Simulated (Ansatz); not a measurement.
# C₄H₉FGeO: a ladder of functionals and wavefunction methods

An exercise on one series of results from a longer session: the logs are not shown, and one member is left open.

Computed with Ansatz 0.2.0, Gaussian basis. Level: functionals in def2-TZVPP, the program's frozen cores in correlated methods.

Plan: LDA (SPW92), PBE-D4, revPBE-D4, BLYP-D4, r2SCAN-D4, B97M-V, PBE0-D4, B3LYP-D4, r2SCANh-D4, r2SCAN0-D4, HSE06-D4, BHLYP-D4, CAM-B3LYP-D4, LC-ωPBE, ωB97X-V, ωB97M-V, B2PLYP, PBE-QIDH; CCSD(T)/def2-SVP; CCSD(T)/def2-TZVPP; MP2/def2-QZVPP; extrapolation to the limit; RPA on PBE.

**Structure used throughout**

The geometry comes from an earlier relaxation with PBE0-D4 in a triple-zeta def2 set; it is a stationary point, not always the lowest conformer.

SMILES `CC(C)(C)[O][Ge][F]`, 16 atoms, charge 0, spin multiplicity 1.

Atoms are counted from 1 here; the program's logs count them from 0.

Bond lengths: C1–C2 1.520 Å, C1–H8 1.092 Å, C1–H9 1.092 Å, C1–H10 1.092 Å, C2–C3 1.522 Å, C2–C4 1.522 Å, C2–O5 1.435 Å, C3–H11 1.091 Å, C3–H12 1.092 Å, C3–H13 1.092 Å, C4–H14 1.091 Å, C4–H15 1.092 Å, C4–H16 1.092 Å, O5–Ge6 1.758 Å, Ge6–F7 1.774 Å. Angles: C2–C1–H8 110.6°, C2–C1–H9 110.3°, C2–C1–H10 110.3°, H8–C1–H9 108.6°, H8–C1–H10 108.6°, H9–C1–H10 108.4°, C1–C2–C3 110.6°, C1–C2–C4 110.6°, C1–C2–O5 105.7°, C3–C2–C4 111.0°, C3–C2–O5 109.4°, C4–C2–O5 109.4°, C2–C3–H11 110.7°, C2–C3–H12 110.3°, C2–C3–H13 110.2°, H11–C3–H12 108.4°, H11–C3–H13 109.0°, H12–C3–H13 108.2° and more.

The first run:

in.yaml

```yaml
crystal:
  periodic: [false, false, false]
  atoms:
    - {symbol: C, position_ang: [0.432775, 0.435890, 1.611856]}
    - {symbol: C, position_ang: [0.086536, 0.142848, 0.161387]}
    - {symbol: C, position_ang: [0.866504, -1.062507, -0.342595]}
    - {symbol: C, position_ang: [-1.411305, -0.071624, 0.001029]}
    - {symbol: O, position_ang: [0.482201, 1.308068, -0.575952]}
    - {symbol: Ge, position_ang: [0.444103, 1.805713, -2.261735]}
    - {symbol: F, position_ang: [-0.290198, 0.381883, -3.024180]}
    - {symbol: H, position_ang: [0.162452, -0.408177, 2.250552]}
    - {symbol: H, position_ang: [1.503543, 0.621736, 1.715744]}
    - {symbol: H, position_ang: [-0.104926, 1.320536, 1.958500]}
    - {symbol: H, position_ang: [0.619835, -1.273524, -1.384166]}
    - {symbol: H, position_ang: [0.627679, -1.945968, 0.254013]}
    - {symbol: H, position_ang: [1.940027, -0.876739, -0.261867]}
    - {symbol: H, position_ang: [-1.661646, -0.281872, -1.039810]}
    - {symbol: H, position_ang: [-1.741862, -0.914666, 0.612167]}
    - {symbol: H, position_ang: [-1.955697, 0.818384, 0.325067]}
basis:
  gaussian: {orbitals: def2-TZVPP}
hamiltonian: {xc: lda}
output: {orbitals: {seedname: orbitals}}
```

Among the steps run: LDA; PBE-D4 (GGA); revPBE-D4 (GGA); BLYP-D4 (GGA); r2SCAN-D4 (meta-GGA); B97M-V (meta-GGA); PBE0-D4 (hybrid); B3LYP-D4 (hybrid); r2SCANh-D4 (hybrid); r2SCAN0-D4 (hybrid); HSE06-D4 (hybrid); BHLYP-D4 (hybrid); CAM-B3LYP-D4 (range-separated); LC-ωPBE (range-separated); ωB97X-V (range-separated); ωB97M-V (range-separated); B2PLYP (double hybrid); PBE-QIDH (double hybrid).

One table of the session follows, with a row left open; its other results are not shown here.

It belongs to the step «Frontier levels by functional». 

| functional | HOMO (eV) | LUMO (eV) | gap (eV) |
| --- | --- | --- | --- |
| LDA (SPW92) | -6.86 | -2.84 | 4.02 |
| PBE-D4 | -6.66 | -2.60 | 4.07 |
| revPBE-D4 | -6.59 | -2.50 | 4.09 |
| BLYP-D4 | -6.57 | -2.52 | 4.05 |
| r2SCAN-D4 | -6.97 | -2.56 | 4.42 |
| B97M-V | -7.01 | -2.51 | 4.50 |
| PBE0-D4 | -7.96 | -1.84 | 6.12 |
| B3LYP-D4 | -7.78 | -2.08 | 5.70 |
| r2SCANh-D4 | -7.46 | -2.26 | 5.20 |
| r2SCAN0-D4 | -8.17 | -1.82 | 6.35 |
| HSE06-D4 | ? | ? | ? |
| BHLYP-D4 | -9.12 | -1.03 | 8.09 |
| CAM-B3LYP-D4 | -9.35 | -0.82 | 8.53 |
| LC-ωPBE | -10.60 | 0.36 | 10.96 |
| ωB97X-V | -10.28 | 0.24 | 10.52 |
| ωB97M-V | -10.22 | 0.13 | 10.34 |

**Question.** Estimate the row for HSE06-D4.

**Answer.** HOMO (eV): -7.56; LUMO (eV): -2.21; gap (eV): 5.34. In the column «HOMO (eV)» it lies between B3LYP-D4 (-7.78) and r2SCANh-D4 (-7.46).
